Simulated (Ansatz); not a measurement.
**CuTe (CsCl type): one cell under locks on the spin (series 3)**

What does it cost to force the spins of CuTe (CsCl type) into other sizes and orders? Cell and atoms stay fixed. This structure was made by substitution into a known type, so it needn't be the compound's stable form.

Computed with Ansatz 0.2.0 (DFT LDA+U (U_eff = 1 eV on Cu d), plane waves, PAW, unless a step's input says otherwise).

## Step 1: The system as given

Symmetry: Pm-3m, No. 221, cubic system. Conventional cell: a = 3.475 Å, b = 3.475 Å, c = 3.475 Å, α = 90.00°, β = 90.00°, γ = 90.00°. Cu (site symmetry m-3m) is surrounded by 8 Te at 3.01 Å. Te (site symmetry m-3m) has 8 Cu at 3.01 Å in its first shell of neighbours.

Coordinates:

```
CELL_PARAMETERS angstrom
3.47530 0.00000 3.47530
0.00000 3.47530 3.47530
0.00000 0.00000 6.95061
ATOMIC_POSITIONS crystal
Cu 0.00000 0.00000 0.00000
Te 0.50000 0.50000 0.75000
Cu 0.00000 0.00000 0.50000
Te 0.50000 0.50000 0.25000
```

The runs: antiferromagnetic site moments held at first, then free; canted directions free, 120°; ferrimagnetic site moments held; site moments held (series factor 1.05; the input gives the size); antiferromagnetic directions held; ferrimagnetic site moments held at first, then free.

An earlier series on this cell reached its lowest free state from «ferromagnetic start, free, natural orbitals of the symmetric run filled by rank», perhaps among other starts (it ended with site moments under 0.05 μB).

## Step 2: Antiferromagnetic site moments held at first, then free

Input file input.yaml:

```yaml
crystal:
  lattice:
    - [3.47530364, 0.0, 3.47530364]
    - [0.0, 3.47530364, 3.47530364]
    - [0.0, 0.0, 6.95060728]
  atoms:
    - { symbol: Cu, position: [0.0, 0.0, 0.0], spin: 1.0 }
    - { symbol: Te, position: [0.5, 0.5, 0.75] }
    - { symbol: Cu, position: [0.0, 0.0, 0.5], spin: -1.0 }
    - { symbol: Te, position: [0.5, 0.5, 0.25] }
basis:
  ecutwfc: 420
  ecutrho_ratio: 4
kpoints:
  mp_grid: { grid: [6, 6, 6] }
hamiltonian:
  xc: lda
  hubbard:
    sites:
      - { site: 0, l: d, u_eff: 1.0, starting_ns: [{ spin: up, occupation_matrix: s0up }, { spin: down, occupation_matrix: s0down }] }
      - { site: 2, l: d, u_eff: 1.0, starting_ns: [{ spin: up, occupation_matrix: s2up }, { spin: down, occupation_matrix: s2down }] }
    occupation_matrices:
      s0up:
        matrix:
          - [0.97, 0.0, 0.0, 0.0, 0.0]
          - [0.0, 0.97, 0.0, 0.0, 0.0]
          - [0.0, 0.0, 0.97, 0.0, 0.0]
          - [0.0, 0.0, 0.0, 0.97, 0.0]
          - [0.0, 0.0, 0.0, 0.0, 0.97]
      s0down:
        matrix:
          - [0.97, 0.0, 0.0, 0.0, 0.0]
          - [0.0, 0.02, 0.0, 0.0, 0.0]
          - [0.0, 0.0, 0.97, 0.0, 0.0]
          - [0.0, 0.0, 0.0, 0.97, 0.0]
          - [0.0, 0.0, 0.0, 0.0, 0.97]
      s2up:
        matrix:
          - [0.97, 0.0, 0.0, 0.0, 0.0]
          - [0.0, 0.02, 0.0, 0.0, 0.0]
          - [0.0, 0.0, 0.97, 0.0, 0.0]
          - [0.0, 0.0, 0.0, 0.97, 0.0]
          - [0.0, 0.0, 0.0, 0.0, 0.97]
      s2down:
        matrix:
          - [0.97, 0.0, 0.0, 0.0, 0.0]
          - [0.0, 0.97, 0.0, 0.0, 0.0]
          - [0.0, 0.0, 0.97, 0.0, 0.0]
          - [0.0, 0.0, 0.0, 0.97, 0.0]
          - [0.0, 0.0, 0.0, 0.0, 0.97]
    ns_hold: { iters: 8 }
scf:
  occupations: { method: gaussian, width: 0.05 }
  lower_state_search: "off"
  max_iter: 150
output:
  forces: true
  stress: true
  eigenvalues: true
  populations: true
  hubbard: { sites: [{ site: 0, l: d }, { site: 2, l: d }] }
magnetization:
  spin_polarized: true
  spin_locking: { lock_spins: true, n_iters: 12 }
```

The typed matrices put 0.97 on the chosen orbitals and 0.02 on the others, and are held for 8 cycles. The lock is temporary (n_iters 12) and is released on the way.

Run with:

```console
ansatz run input.yaml --threads 2 --pin off --max-ram 3072MiB --backend cpu --events-out ev --progress --plain --runs-dir out
```

Standard output, cut to the lines that bear on the results:

```text
Warning: crystal.symmetry: narrowed to the stabiliser of the occupation matrices — unitary ops 48 → 16, anti-unitary 48 → 16; lowered by the specified shells (site 0, l: d), (site 2, l: d); largest admitted image defect 8.9e-16, smallest excluded 9.5e-1 — at a splitting's scale: the group [...]
Warning: output.stress: scf.convergence.dr2_threshold = 1e-7 eV (the SCF's general default) is looser than the 4e-10 eV advised for a printed stress (1e-10 eV for each atom of the cell: 4). What an SCF threshold leaves in a stress goes as its square root, and in the free energy as the [...]
Warning: RAYON_NUM_THREADS=2 ignored (pool sized by the plan → 2); use --threads N
Cu: projections on atomic orbitals take those of the free atom [Ne] 3s2 3p6 3d10 4s1, of charge +0.00 (hamiltonian.pseudopotentials.projection_atoms); the dataset's partial waves leave at most 2.0e-6 of an orbital's norm unspanned inside its sphere
Te: projections on atomic orbitals take those of the free atom [Kr] 4d10 5s2 5p4, of charge +0.00 (hamiltonian.pseudopotentials.projection_atoms); the dataset's partial waves leave at most 7.8e-6 of an orbital's norm unspanned inside its sphere
[...]
Pseudopotentials: kind: paw
[...]
WARN: the starting moments were not kept: the SCF closed with an absolute magnetisation of 6.2e-6 μB, where they sum to 2 μB in size (2 sites). That is at most 0.1 of that sum. Measured as dr2_m measures the in/out step, that magnetisation stands 5.7e-12 eV from none, at or under the [...]
WARN: hamiltonian.hubbard: on 2 of 4 specified blocks the occupation matrix of this SCF's result fails the test of the specified filling. At site 0 ↓ (sites count from 0 in the list of atoms of the cell that this SCF solves) the least filled combination of the orbitals specified full has [...]
     2     Cu     18.6018     0.0000
     3     Te     16.2215     0.0000
  spilling = 0.005049 (of n_electrons = 70.000000)
--- Occupation matrices: 2 shells (run DFT+U table (all-electron-ortho-atomic); ε = 3.95e-4) ---
  Cu0 d_3D: site group Oh (m-3m)
  Cu0 d_3D up     Tr n = 4.9114  λ = 0.974 0.974 0.974 0.994 0.994  [3× xz 0.33 (T2g 1.00) T2g(1.00) | 2× z2 0.50 (Eg 1.00) Eg(1.00)]
  Cu0 d_3D dn     Tr n = 4.9114  λ = 0.974 0.974 0.974 0.994 0.994  [3× xz 0.33 (T2g 1.00) T2g(1.00) | 2× z2 0.50 (Eg 1.00) Eg(1.00)]
  specified occupation → Cu0 d_3D up: matrix, ‖Δ‖_F = 0.0352, Tr Δ = -0.0614, displaced = 0.0307, d_λ = 0.0352; orbital distance = 0.0000
  specified occupation → Cu0 d_3D dn: matrix, ‖Δ‖_F = 0.9549, Tr Δ = -1.0114, displaced = 0.5057, d_λ = 0.9549; orbital distance = 0.8165
  Cu2 d_3D: site group Oh (m-3m)
  Cu2 d_3D up     Tr n = 4.9114  λ = 0.974 0.974 0.974 0.994 0.994  [3× xz 0.33 (T2g 1.00) T2g(1.00) | 2× z2 0.50 (Eg 1.00) Eg(1.00)]
  Cu2 d_3D dn     Tr n = 4.9114  λ = 0.974 0.974 0.974 0.994 0.994  [3× xz 0.33 (T2g 1.00) T2g(1.00) | 2× z2 0.50 (Eg 1.00) Eg(1.00)]
  specified occupation → Cu2 d_3D up: matrix, ‖Δ‖_F = 0.9549, Tr Δ = -1.0114, displaced = 0.5057, d_λ = 0.9549; orbital distance = 0.8165
  specified occupation → Cu2 d_3D dn: matrix, ‖Δ‖_F = 0.0352, Tr Δ = -0.0614, displaced = 0.0307, d_λ = 0.0352; orbital distance = 0.0000
  Tr n, λ and their labels are of the run-group-symmetrised matrices; stabiliser: 192 of 192 elements of G0×{1,Θ} (closed), max defect 6.3e-7 at τ = 8.4e-5
```

Run time: 11 s. Hardware: 2 threads of Intel Xeon Platinum 8488C (Sapphire Rapids), shared host; peak memory 0.61 GiB.

It ends with no gap, pressure -8.1 GPa, no moment over 0.05 μB in any sphere, largest force component 0.00 eV/Å, 16 symmetry operations imposed. The program reports that the typed filling wasn't kept.

How the shells are filled (orbitals counted by the eigenvalues of the occupation matrices):

```
         shell  channel  electrons  over 0.8  0.2 to 0.8  under 0.2
Cu 3d (atom 1)       up       4.91         5           0          0
Cu 3d (atom 1)     down       4.91         5           0          0
```

## Step 3: Canted directions free, 120°

Input file input.yaml:

```yaml
crystal:
  lattice:
    - [3.47530364, 0.0, 3.47530364]
    - [0.0, 3.47530364, 3.47530364]
    - [0.0, 0.0, 6.95060728]
  atoms:
    - { symbol: Cu, position: [0.0, 0.0, 0.0], spin: 1.0, spin_axis: [0.0, 0.0, 1.0] }
    - { symbol: Te, position: [0.5, 0.5, 0.75] }
    - { symbol: Cu, position: [0.0, 0.0, 0.5], spin: 1.0, spin_axis: [0.866025, 0.0, -0.5] }
    - { symbol: Te, position: [0.5, 0.5, 0.25] }
basis:
  ecutwfc: 420
  ecutrho_ratio: 4
kpoints:
  mp_grid: { grid: [6, 6, 6] }
hamiltonian:
  xc: lda
  hubbard:
    sites:
      - { site: 0, l: d, u_eff: 1.0, starting_ns: [{ occupation_matrix: s0 }] }
      - { site: 2, l: d, u_eff: 1.0, starting_ns: [{ occupation_matrix: s2 }] }
    occupation_matrices:
      s0:
        spinor_matrix:
          - [[0.97, 0.0], [0.0, 0.0], [0.0, 0.0], [0.0, 0.0], [0.0, 0.0], [0.0, 0.0], [0.0, 0.0], [0.0, 0.0], [0.0, 0.0], [0.0, 0.0]]
          - [[0.0, 0.0], [0.97, 0.0], [0.0, 0.0], [0.0, 0.0], [0.0, 0.0], [0.0, 0.0], [0.0, 0.0], [0.0, 0.0], [0.0, 0.0], [0.0, 0.0]]
          - [[0.0, 0.0], [0.0, 0.0], [0.97, 0.0], [0.0, 0.0], [0.0, 0.0], [0.0, 0.0], [0.0, 0.0], [0.0, 0.0], [0.0, 0.0], [0.0, 0.0]]
          - [[0.0, 0.0], [0.0, 0.0], [0.0, 0.0], [0.97, 0.0], [0.0, 0.0], [0.0, 0.0], [0.0, 0.0], [0.0, 0.0], [0.0, 0.0], [0.0, 0.0]]
          - [[0.0, 0.0], [0.0, 0.0], [0.0, 0.0], [0.0, 0.0], [0.97, 0.0], [0.0, 0.0], [0.0, 0.0], [0.0, 0.0], [0.0, 0.0], [0.0, 0.0]]
          - [[0.0, 0.0], [0.0, 0.0], [0.0, 0.0], [0.0, 0.0], [0.0, 0.0], [0.97, 0.0], [0.0, 0.0], [0.0, 0.0], [0.0, 0.0], [0.0, 0.0]]
          - [[0.0, 0.0], [0.0, 0.0], [0.0, 0.0], [0.0, 0.0], [0.0, 0.0], [0.0, 0.0], [0.02, 0.0], [0.0, 0.0], [0.0, 0.0], [0.0, 0.0]]
          - [[0.0, 0.0], [0.0, 0.0], [0.0, 0.0], [0.0, 0.0], [0.0, 0.0], [0.0, 0.0], [0.0, 0.0], [0.97, 0.0], [0.0, 0.0], [0.0, 0.0]]
          - [[0.0, 0.0], [0.0, 0.0], [0.0, 0.0], [0.0, 0.0], [0.0, 0.0], [0.0, 0.0], [0.0, 0.0], [0.0, 0.0], [0.97, 0.0], [0.0, 0.0]]
          - [[0.0, 0.0], [0.0, 0.0], [0.0, 0.0], [0.0, 0.0], [0.0, 0.0], [0.0, 0.0], [0.0, 0.0], [0.0, 0.0], [0.0, 0.0], [0.97, 0.0]]
      s2:
        spinor_matrix:
          - [[0.97, 0.0], [0.0, 0.0], [0.0, 0.0], [0.0, 0.0], [0.0, 0.0], [0.0, 0.0], [0.0, 0.0], [0.0, 0.0], [0.0, 0.0], [0.0, 0.0]]
          - [[0.0, 0.0], [0.2575, 0.0], [0.0, 0.0], [0.0, 0.0], [0.0, 0.0], [0.0, 0.0], [0.41136, 0.0], [0.0, 0.0], [0.0, 0.0], [0.0, 0.0]]
          - [[0.0, 0.0], [0.0, 0.0], [0.97, 0.0], [0.0, 0.0], [0.0, 0.0], [0.0, 0.0], [0.0, 0.0], [0.0, 0.0], [0.0, 0.0], [0.0, 0.0]]
          - [[0.0, 0.0], [0.0, 0.0], [0.0, 0.0], [0.97, 0.0], [0.0, 0.0], [0.0, 0.0], [0.0, 0.0], [0.0, 0.0], [0.0, 0.0], [0.0, 0.0]]
          - [[0.0, 0.0], [0.0, 0.0], [0.0, 0.0], [0.0, 0.0], [0.97, 0.0], [0.0, 0.0], [0.0, 0.0], [0.0, 0.0], [0.0, 0.0], [0.0, 0.0]]
          - [[0.0, 0.0], [0.0, 0.0], [0.0, 0.0], [0.0, 0.0], [0.0, 0.0], [0.97, 0.0], [0.0, 0.0], [0.0, 0.0], [0.0, 0.0], [0.0, 0.0]]
          - [[0.0, 0.0], [0.41136, 0.0], [0.0, 0.0], [0.0, 0.0], [0.0, 0.0], [0.0, 0.0], [0.7325, 0.0], [0.0, 0.0], [0.0, 0.0], [0.0, 0.0]]
          - [[0.0, 0.0], [0.0, 0.0], [0.0, 0.0], [0.0, 0.0], [0.0, 0.0], [0.0, 0.0], [0.0, 0.0], [0.97, 0.0], [0.0, 0.0], [0.0, 0.0]]
          - [[0.0, 0.0], [0.0, 0.0], [0.0, 0.0], [0.0, 0.0], [0.0, 0.0], [0.0, 0.0], [0.0, 0.0], [0.0, 0.0], [0.97, 0.0], [0.0, 0.0]]
          - [[0.0, 0.0], [0.0, 0.0], [0.0, 0.0], [0.0, 0.0], [0.0, 0.0], [0.0, 0.0], [0.0, 0.0], [0.0, 0.0], [0.0, 0.0], [0.97, 0.0]]
    ns_hold: { iters: 8 }
scf:
  occupations: { method: gaussian, width: 0.05 }
  lower_state_search: "off"
  max_iter: 150
output:
  forces: true
  stress: true
  eigenvalues: true
  populations: true
  hubbard: { sites: [{ site: 0, l: d }, { site: 2, l: d }] }
  write_density: true
  write_potential: true
  elf: true
  volumetric_format: npy
magnetization:
  noncollinear: true
  spin_orbit: false
```

The typed matrices put 0.97 on the chosen orbitals and 0.02 on the others, and are held for 8 cycles. Spins may be non-collinear here, without spin–orbit coupling.

Run with:

```console
ansatz run input.yaml --threads 2 --pin off --max-ram 3072MiB --backend cpu --events-out ev --progress --plain --runs-dir out
```

Standard output, cut to the lines that bear on the results:

```text
Warning: RAYON_NUM_THREADS=2 ignored (pool sized by the plan → 2); use --threads N
Cu: projections on atomic orbitals take those of the free atom [Ne] 3s2 3p6 3d10 4s1, of charge +0.00 (hamiltonian.pseudopotentials.projection_atoms); the dataset's partial waves leave at most 2.0e-6 of an orbital's norm unspanned inside its sphere
Te: projections on atomic orbitals take those of the free atom [Kr] 4d10 5s2 5p4, of charge +0.00 (hamiltonian.pseudopotentials.projection_atoms); the dataset's partial waves leave at most 7.8e-6 of an orbital's norm unspanned inside its sphere
[...]
[... 1 set-up line as earlier in the session ...]
Pseudopotential: Cu, paw, valence charge 19, recommended cutoff 420 eV (normal), Cu.paw.azcp
[...]
WARN: the starting moments were not kept: the SCF closed with an absolute magnetisation of 4.0e-5 μB, where they sum to 2 μB in size (2 sites). That is at most 0.1 of that sum. Measured as dr2_m measures the in/out step, that magnetisation stands 1.0e-10 eV from none, at or under the [...]
WARN: hamiltonian.hubbard: on 2 of 2 specified blocks the occupation matrix of this SCF's result fails the test of the specified filling. At site 0 (sites count from 0 in the list of atoms of the cell that this SCF solves) the least filled combination of the orbitals specified full has [...]
  Cu0 d_3D: site group Oh (m-3m)
  Cu0 d_3D spinor Tr n = 9.8228  λ = 0.974 0.974 0.974 0.974 0.974 0.974 0.994 0.994 0.994 0.994  [6× xz 0.33 (T2g 1.00) T2g(1.00) | 4× z2 0.50 (Eg 1.00) Eg(1.00)]
  specified occupation → Cu0 d_3D spinor: matrix, ‖Δ‖_F = 0.9555, Tr Δ = -1.0728, displaced = 0.5364, d_λ = 0.9555; orbital distance = 0.9129
  Cu2 d_3D: site group Oh (m-3m)
  Cu2 d_3D spinor Tr n = 9.8228  λ = 0.974 0.974 0.974 0.974 0.974 0.974 0.994 0.994 0.994 0.994  [6× xz 0.33 (T2g 1.00) T2g(1.00) | 4× z2 0.50 (Eg 1.00) Eg(1.00)]
  specified occupation → Cu2 d_3D spinor: matrix, ‖Δ‖_F = 0.9555, Tr Δ = -1.0728, displaced = 0.5364, d_λ = 0.9555; orbital distance = 0.9129
  Tr n, λ and their labels are of the run-group-symmetrised matrices; stabiliser: 192 of 192 elements of G0×{1,Θ} up to a turn of all spins (closed), max defect 1.1e-7 at τ = 3.9e-5
```

Run time: 80 s. Hardware: 2 threads of Intel Xeon Platinum 8488C (Sapphire Rapids), shared host; peak memory 1.2 GiB.

It ends with no gap, pressure -8.1 GPa, no moment over 0.05 μB in any sphere, largest force component 0.00 eV/Å, 2 symmetry operations imposed. The program reports that the typed filling wasn't kept.

The shells' filling, with natural orbitals sorted by occupation:

```
         shell     channel  electrons  over 0.8  0.2 to 0.8  under 0.2
Cu 3d (atom 1)  both spins       9.82        10           0          0
```

Density in a lattice plane of the grid's cell (edges 4.91 and 6.95 Å, at 0.000 of the third edge), which holds Cu.

Ten even steps from '0' (0.07 e/Å³) to '9' (70.31 e/Å³):
```
3410000000000000
0110000000000000
0000000000000000
0000000000000000
0000000000000000
0000000000000000
0000000000000000
0000000000000010
3000000000000014
9400000000000004
3410000000000000
0010000000000000
0000000000000000
0000000000000000
0000000000000000
0000000000000000
0000000000000000
0000000000000011
3000000000000014
9400000000000004
```
Columns run along the first of these edges and rows up along the second, over one cell in 16 and 20 even steps from the bottom left corner. Atoms in the plane (fractional): Cu at (0.00, 0.00), Cu at (0.00, 0.50).

ELF in the same plane.

Values, 12 rows by 8 columns:
```
0.29 0.42 0.16 0.15 0.17 0.17 0.16 0.14
0.14 0.17 0.16 0.13 0.14 0.17 0.16 0.13
0.11 0.14 0.15 0.14 0.12 0.14 0.14 0.14
0.14 0.13 0.16 0.17 0.14 0.13 0.16 0.17
0.31 0.14 0.16 0.17 0.17 0.15 0.16 0.41
0.91 0.27 0.15 0.17 0.17 0.17 0.15 0.27
0.31 0.41 0.16 0.15 0.17 0.17 0.16 0.14
0.14 0.17 0.16 0.13 0.14 0.17 0.16 0.13
0.11 0.14 0.14 0.14 0.12 0.14 0.15 0.14
0.14 0.13 0.16 0.17 0.14 0.13 0.16 0.17
0.29 0.14 0.16 0.17 0.17 0.15 0.16 0.42
0.93 0.26 0.15 0.17 0.17 0.17 0.15 0.26
```
Columns run along the first of these edges and rows up along the second, over one cell in 8 and 12 even steps from the bottom left corner. Atoms in the plane (fractional): Cu at (0.00, 0.00), Cu at (0.00, 0.50).

Both are smooth fields of the valence electrons: close to the nuclei they are not physical.

Outside the cores ELF peaks at 0.57 on the Te–Cu line, 1.2 Å from Te; 0.57 beside Te, off the lines to its neighbours, 1.2 Å from Te.

ELF in the plane through atom 1 (Cu) and two of its nearest Te neighbours, 7.2 Å on a side, that atom in the middle and its first bond to the right.

Ten even steps from '0' (0.03) to '9' (0.93):
```
3111111111135544455531111
4211354211255410025542113
4212598311255300014542125
4211244211255420035542112
2111111111135555555421111
2232111110113455543212222
4555532111111122221245555
5445554211111111124554455
3101455311245311135531013
2000255311279721135520002
3101355311135421135541013
5544554211111111124555445
5555421222211111112355554
2222123455543110111112322
1111245555555311111111112
2112455300245521124421124
5212454100035521138952124
3112455200145521124531124
1111355544455311111111113
```
Atoms in the plane (Å from the middle): Te (-1.0, -2.8), Te (-3.0, 0.0), Te (3.0, 0.0), Cu (-2.0, 2.8), Te (1.0, 2.8), Cu (0.0, 0.0), Cu (2.0, -2.8).

## Step 4: Ferrimagnetic site moments held

Input file input.yaml:

```yaml
crystal:
  lattice:
    - [3.47530364, 0.0, 3.47530364]
    - [0.0, 3.47530364, 3.47530364]
    - [0.0, 0.0, 6.95060728]
  atoms:
    - { symbol: Cu, position: [0.0, 0.0, 0.0], spin: 1.0 }
    - { symbol: Te, position: [0.5, 0.5, 0.75] }
    - { symbol: Cu, position: [0.0, 0.0, 0.5], spin: -0.5 }
    - { symbol: Te, position: [0.5, 0.5, 0.25] }
basis:
  ecutwfc: 420
  ecutrho_ratio: 4
kpoints:
  mp_grid: { grid: [6, 6, 6] }
hamiltonian:
  xc: lda
  hubbard:
    sites: [{ site: 0, l: d, u_eff: 1.0 }, { site: 2, l: d, u_eff: 1.0 }]
scf:
  occupations: { method: gaussian, width: 0.05 }
  lower_state_search: "off"
  max_iter: 150
output:
  forces: true
  stress: true
  eigenvalues: true
  populations: true
  hubbard: { sites: [{ site: 0, l: d }, { site: 2, l: d }] }
magnetization:
  spin_polarized: true
  spin_locking: { lock_spins: true }
```

The lock stays on to the end, so the result is a constrained state unless its moments die out.

Run with:

```console
ansatz run input.yaml --threads 2 --pin off --max-ram 3072MiB --backend cpu --events-out ev --progress --plain --runs-dir out
```

Standard output, cut to the lines that bear on the results:

```text
Warning: output.stress: scf.convergence.dr2_threshold = 1e-7 eV (the SCF's general default) is looser than the 4e-10 eV advised for a printed stress (1e-10 eV for each atom of the cell: 4). What an SCF threshold leaves in a stress goes as its square root, and in the free energy as the [...]
Warning: output.stress: the lock of the moments that magnetization.spin_locking holds to the close lets an SCF meet its threshold on dr2 anywhere within the lock's freeze window, and the stress can move with the moments there: no threshold on dr2 bounds that. The window is the square root [...]
Warning: RAYON_NUM_THREADS=2 ignored (pool sized by the plan → 2); use --threads N
[...]
  spilling = 0.006564 (of n_electrons = 70.000000)
--- Occupation matrices: 2 shells (run DFT+U table (all-electron-ortho-atomic); ε = 1.76e-3) ---
  Cu0 d_3D: site group Oh (m-3m)
  Cu0 d_3D up     Tr n = 4.9848  λ = 0.996 0.996 0.996 0.999 0.999  [3× xz 0.33 (T2g 1.00) T2g(1.00) | 2× z2 0.50 (Eg 1.00) Eg(1.00)]
  Cu0 d_3D dn     Tr n = 4.5507  λ = 0.871 0.871 0.871 0.969 0.969  [3× xz 0.33 (T2g 1.00) T2g(1.00) | 2× z2 0.50 (Eg 1.00) Eg(1.00)]
  Cu2 d_3D: site group Oh (m-3m)
  Cu2 d_3D up     Tr n = 4.7482  λ = 0.925 0.925 0.925 0.987 0.987  [3× xz 0.33 (T2g 1.00) T2g(1.00) | 2× z2 0.50 (Eg 1.00) Eg(1.00)]
  Cu2 d_3D dn     Tr n = 4.9730  λ = 0.992 0.992 0.992 0.999 0.999  [3× xz 0.33 (T2g 1.00) T2g(1.00) | 2× z2 0.50 (Eg 1.00) Eg(1.00)]
  Tr n, λ and their labels are of the run-group-symmetrised matrices; stabiliser: 48 of 96 elements of G0×{1,Θ} (closed), max defect 3.7e-15 at τ = 3.7e-4
```

Run time: 11 s. Hardware: 2 threads of Intel Xeon Platinum 8488C (Sapphire Rapids), shared host; peak memory 0.52 GiB.

Result: no gap, pressure -8.0 GPa, moments in spheres Cu 1.00, -0.50 μB, largest force component 0.00 eV/Å, 48 symmetry operations imposed.

The shells' filling, with natural orbitals sorted by occupation:

```
         shell  channel  electrons  over 0.8  0.2 to 0.8  under 0.2
Cu 3d (atom 1)       up       4.98         5           0          0
Cu 3d (atom 1)     down       4.55         5           0          0
Cu 3d (atom 3)       up       4.75         5           0          0
Cu 3d (atom 3)     down       4.97         5           0          0
```

Spin moments on the atoms, as numbers (without spin–orbit coupling a common turn of all moments is arbitrary):

```
atom  x (μB)  y (μB)  z (μB)
 Cu1    0.00    0.00    1.00
 Cu3    0.00    0.00   -0.50
```

(Part 1 of 3 ends here.)
